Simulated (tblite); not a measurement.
# CH6ClSi2: the cost of one run

Computed with tblite 0.8.0 and PySCF 2.14.0; each step states its level. No surroundings beyond the atoms listed, unless a continuum is named. Atoms count from 0, parts from 1.

### 1 Starting point

10 atoms, charge 0, multiplicity 2; geometry: distance geometry start.

### 2 Geometry optimisation with GFN2-xTB

The job: settings as JSON, then the geometry in Å.

```
{"job": {"kind": "relax", "xc": "GFN2-xTB", "basis": "xTB"}, "charge": 0, "multiplicity": 2}
Si     1.282163    -2.247321    -1.053298
C      0.185726    -1.150857    -0.075653
Si    -1.172014    -0.498837    -1.168984
Cl     1.610692    -4.190693    -0.243899
H      1.158226    -2.186543    -2.488123
H      0.741375    -0.332419     0.269312
H     -0.222102    -1.651625     0.700230
H     -1.957548     0.439588    -0.464466
H     -1.986691    -1.591738    -1.575277
H     -0.614300     0.127163    -2.317341
```

With the program's defaults for keys left out, this is: GFN2-xTB geometry optimisation, gas phase.

On the command line:

```
$ OMP_NUM_THREADS=1 python cluster_run.py task.json out
```

The driver reads the jobs from task.json and runs them one after another.

**Question.** How long does this first job take on 1 thread of Arm Neoverse V1, shared host?

About 1.9 s.
